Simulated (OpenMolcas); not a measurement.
# C2H5FOSi (SMILES FC1CO[SiH2]1) at 6 levels

Wanted: a comparison of 6 runs (HF/STO-3G, B3LYP/6-31G*, BLYP/def2-SVP, M06-L/def2-SVP, r2SCAN/def2-SVP, MP2/def2-SVP) of C2H5FOSi. 

Program for the calculation: OpenMolcas 26.06.

1 further run of the same task is left out (set aside as unsound or not needed).

## (1) The molecule

C2H5FOSi has 10 atoms, charge 0, and is taken as a singlet. SMILES: `FC1CO[SiH2]1`. The shape is that of a PBE0-D4/def2-TZVP optimisation.

Bond lengths: F1–C2 1.381 Å, C2–C3 1.541 Å, C3–O4 1.445 Å, C2–Si5 1.901 Å, O4–Si5 1.669 Å, C2–H6 1.092 Å, C3–H7 1.094 Å, C3–H8 1.093 Å, Si5–H9 1.486 Å, Si5–H10 1.485 Å. Some angles: F1–C2–C3 113.3°, F1–C2–Si5 118.4°, C3–C2–Si5 82.8°, C2–C3–O4 101.7°, C3–O4–Si5 94.5°, C2–Si5–O4 80.7°, F1–C2–H6 108.1°, C3–C2–H6 113.6°, Si5–C2–H6 118.8°, C2–C3–H7 110.5°.

## (2) Energy and gradient at HF/STO-3G (run 1)

coord.xyz

```xyz
10

F     -1.820400    -0.327800    -0.810900
C     -0.876100    -0.083100     0.166900
C      0.290700    -1.089800     0.153300
O      1.429900    -0.216400    -0.011900
Si     0.510300     1.162100    -0.206800
H     -1.390500    -0.023800     1.127800
H      0.197300    -1.773400    -0.695500
H      0.400800    -1.665100     1.076000
H      0.820800     2.228700     0.780400
H      0.520200     1.737300    -1.576300
```

job.inp

```
* C2H5FOSi Hartree-Fock
>>> EXPORT MOLCAS_PRINT=2

&GATEWAY
 BasLib=$CurrDir
 Coord=coord.xyz
 Basis=STO-3G
 Group=NoSym

&SEWARD

&SCF
 Thresholds=1e-10 1e-07 1e-07 1e-05
 PrOrbitals=1

&ALASKA
```

The basis set STO-3G is read from a file made from the Basis Set Exchange's data (not shown).

The run is started by

```console
export MOLCAS_MEM=1860
pymolcas job.inp > job.log
```

What it wrote:

```text
--- Start Module: gateway ---
[...]
--- Stop Module: gateway /rc=_RC_ALL_IS_WELL_ ---
[...]
      Basis functions           34
[...]
--- Start Module: scf ---
[...]
       Convergence after  12 Iterations
[...]
::    Total SCF energy                               -535.2019027555
[...]
      Total spin, S                                     0.0000000000
[...]
      Total electronic charge=   48.000000
      Total            charge=   -0.000000
[...]
      Dipole Moment (debye):
      Origin of the operator (angstrom)=   -0.0425    0.1006   -0.1828
                   X= -3.8523E-01               Y=  1.2588E+00               Z=  5.8846E-01           Total=  1.4420E+00
      Quadrupole Moment (debye*angstrom):
[...]
--- Stop Module: scf /rc=_RC_ALL_IS_WELL_ ---
--- Start Module: alaska ---
[...]
 *              Molecular gradients               *
 **************************************************
  Irreducible representation: a
 ------------------------------------------------------------------------------------------
                              X                       Y                       Z
 ------------------------------------------------------------------------------------------
  F1                4.88657181865726E-03    6.68480686401907E-04    4.45175846781076E-03
  C2                5.55814155213064E-03   -2.22625187862923E-02    7.46310815245810E-03
  C3               -2.04662363808721E-02    1.77692207677653E-02   -4.78369083877617E-03
  O4               -1.40027135320189E-02    1.85572627593569E-02   -1.17747363570064E-04
  SI5               1.55038204373206E-02   -5.68355593802217E-02    6.39595854274799E-03
  H6               -3.22140072238808E-03   -1.83467647163732E-03   -5.24659464318145E-03
  H7                8.09669776570210E-04    4.63327088563359E-03   -8.09717206539773E-04
  H8                3.44050289238707E-03    4.89683863866830E-03    4.49563357130867E-04
[...]
--- Stop Module: alaska /rc=_RC_ALL_IS_WELL_ ---
[...]
```

It took 3.3 s on 1 thread of Intel Xeon Platinum 8259CL at 2.50GHz (Skylake/Cascade Lake), shared host; peak memory 0.37 GiB.

## (3) Energy and forces at B3LYP/6-31G(d) (spherical functions) (run 2)

run.inp

```
>>> EXPORT MOLCAS_PRINT=2
&GATEWAY
BasLib=$CurrDir
Coord
10
angstrom
F       -1.820400      -0.327800      -0.810900
C       -0.876100      -0.083100       0.166900
C        0.290700      -1.089800       0.153300
O        1.429900      -0.216400      -0.011900
Si       0.510300       1.162100      -0.206800
H       -1.390500      -0.023800       1.127800
H        0.197300      -1.773400      -0.695500
H        0.400800      -1.665100       1.076000
H        0.820800       2.228700       0.780400
H        0.520200       1.737300      -1.576300
Basis=6-31Gs
Group=NoSym
&SEWARD
GridInput
Grid=UltraFine
End of Grid
&SCF
KSDFT=B3LYP
Thresholds=1e-10 1e-07 1e-07 1e-05
PrOrbitals=1 2
&ALASKA
```

The basis set 6-31G* is read from a file made from the Basis Set Exchange's data (not shown).

The run is started by

```console
export MOLCAS_MEM=1860
pymolcas run.inp > run.log
```

What it wrote:

```text
--- Start Module: gateway ---
[...]
--- Stop Module: gateway /rc=_RC_ALL_IS_WELL_ ---
[...]
      Basis functions           84
[...]
--- Start Module: scf ---
[...]
       Convergence after  15 Iterations
[...]
::    Total KS-DFT energy                            -543.7548073402
[...]
      Total spin, S                                     0.0000000000
[...]
      Total electronic charge=   48.000000
      Total            charge=   -0.000000
[...]
      Dipole Moment (debye):
      Origin of the operator (angstrom)=   -0.0425    0.1006   -0.1828
                   X= -5.3048E-01               Y=  3.6771E-01               Z=  1.0420E+00           Total=  1.2257E+00
      Quadrupole Moment (debye*angstrom):
[...]
--- Stop Module: scf /rc=_RC_ALL_IS_WELL_ ---
[...]
--- Start Module: alaska ---
[...]
 *              Molecular gradients               *
 **************************************************
  Irreducible representation: a
 ------------------------------------------------------------------------------------------
                              X                       Y                       Z
 ------------------------------------------------------------------------------------------
  F1                5.15727764668483E-03    8.58568513760982E-04    5.61399774593774E-03
  C2                1.72606589699242E-03   -2.79150878783552E-03   -3.20617762603792E-03
  C3                7.10624623412759E-04    7.37345025127922E-03   -1.44746170818211E-03
  O4               -1.10915644982121E-02    5.14999928746018E-03   -5.80755005733402E-04
  SI5               2.28559494928149E-03   -1.16925955625788E-02    2.44472261058037E-03
  H6                8.96125923973035E-04    2.63951699374987E-04   -2.42756405016831E-03
  H7                4.37638182510316E-04    1.35548624378945E-03    1.04760231309564E-03
  H8               -5.84898724215299E-04    1.66365869297636E-03   -1.62695759493259E-03
[...]
--- Stop Module: alaska /rc=_RC_ALL_IS_WELL_ ---
[...]
```

It took 55 s on 1 thread of Intel Xeon Platinum 8259CL at 2.50GHz (Skylake/Cascade Lake), shared host; peak memory 0.47 GiB.

Runs 3 to 5 aren't shown in full; the table further down has their settings and results.

## (4) A single-point energy at MP2/def2-SVP (run 6)

mol.input

```
* C2H5FOSi MP2
>>> EXPORT MOLCAS_PRINT=2

&GATEWAY
 BasLib=$CurrDir
 Coord
 10
 angstrom
 F       -1.820400      -0.327800      -0.810900
 C       -0.876100      -0.083100       0.166900
 C        0.290700      -1.089800       0.153300
 O        1.429900      -0.216400      -0.011900
 Si       0.510300       1.162100      -0.206800
 H       -1.390500      -0.023800       1.127800
 H        0.197300      -1.773400      -0.695500
 H        0.400800      -1.665100       1.076000
 H        0.820800       2.228700       0.780400
 H        0.520200       1.737300      -1.576300
 Basis=def2-SVP
 Group=NoSym

&SEWARD

&SCF
 Thresholds=1e-10 1e-07 1e-07 1e-05
 PrOrbitals=1

&MBPT2
 Frozen=9
```

The basis set def2-SVP is read from a file made from the Basis Set Exchange's data (not shown).

The run is started by

```console
export MOLCAS_MEM=1860
pymolcas mol.input > mol.log
```

What it wrote:

```text
--- Start Module: gateway ---
[...]
--- Stop Module: gateway /rc=_RC_ALL_IS_WELL_ ---
[...]
      Basis functions           99
[...]
--- Start Module: scf ---
[...]
       Convergence after  13 Iterations
[...]
::    Total SCF energy                               -541.5747878677
[...]
      Total spin, S                                     0.0000000000
[...]
      Total electronic charge=   48.000000
      Total            charge=   -0.000000
[...]
      Dipole Moment (debye):
      Origin of the operator (angstrom)=   -0.0425    0.1006   -0.1828
                   X= -3.8664E-01               Y=  5.6541E-01               Z=  1.3157E+00           Total=  1.4834E+00
      Quadrupole Moment (debye*angstrom):
[...]
--- Stop Module: scf /rc=_RC_ALL_IS_WELL_ ---
[...]
--- Start Module: mbpt2 ---
[...]
WARNING!
Default frozen orbitals as non valence orbitals is overwritten by user input.
Default values:   6
[...]
       Reference weight ( Cref**2 )         =        0.82480
::    Total MBPT2 energy                             -542.3039199344
[...]
      Total MBPT2 calculations                           0.57      0.66
--- Stop Module: mbpt2 /rc=_RC_ALL_IS_WELL_ ---
[...]
```

Wall time 13 s (1 thread of Intel Xeon Platinum 8259CL at 2.50GHz (Skylake/Cascade Lake), shared host); peak memory 0.55 GiB.

## (5) The series

| run | level | integration grid | task | energy (Eh) | dipole moment (D) of the reference | HOMO energy (eV) | LUMO energy (eV) | wall time |
| --- | --- | --- | --- | --- | --- | --- | --- | --- |
| 1 | HF/STO-3G | – | gradient | -535.201903 | 1.44 | -8.71 | 10.56 | 3.3 s |
| 2 | B3LYP/6-31G* (spherical functions) | UltraFine | gradient | -543.754807 | 1.23 | -7.58 | -0.29 | 55 s |
| 3 | BLYP/def2-SVP | UltraFine | gradient | -543.403211 | 1.10 | -6.31 | -0.80 | 61 s |
| 4 | M06-L/def2-SVP | UltraFine | gradient | -543.441866 | 1.19 | -6.82 | -0.43 | 83 s |
| 5 | r2SCAN/def2-SVP | UltraFine | gradient | -543.320245 | 1.19 | -6.83 | -0.67 | 81 s |
| 6 | MP2/def2-SVP | – | energy | -542.303920 | 1.48 | -11.64 | 3.38 | 13 s |

## (6) Summary of results

| quantity | value |
| --- | --- |
| run 6: total energy | -542.30392 Eh |
| run 6: dipole moment (mean-field density) | 1.48 D |
| run 6: HOMO energy (Hartree–Fock orbitals) | -11.64 eV |
| run 6: LUMO energy (Hartree–Fock orbitals) | 3.38 eV |
| run 6: HOMO–LUMO gap (Hartree–Fock orbitals) | 15.02 eV |
| run 6: correlation energy (9 core orbitals frozen) | -729.1 mEh |

In words: Over runs 1, 2, 3, 4, 5 the dipole moment (its size) runs from 1.10 D (BLYP/def2-SVP) to 1.44 D (HF/STO-3G). The two ends differ in method and basis. Over runs 1, 2, 3, 4, 5 the HOMO–LUMO gap runs from 5.51 eV (BLYP/def2-SVP) to 19.26 eV (HF/STO-3G). Totals of different functionals can't be ranked against each other. In run 1 the basis is minimal, so the values are rough. All runs together took 5 min, the longest 83 s.
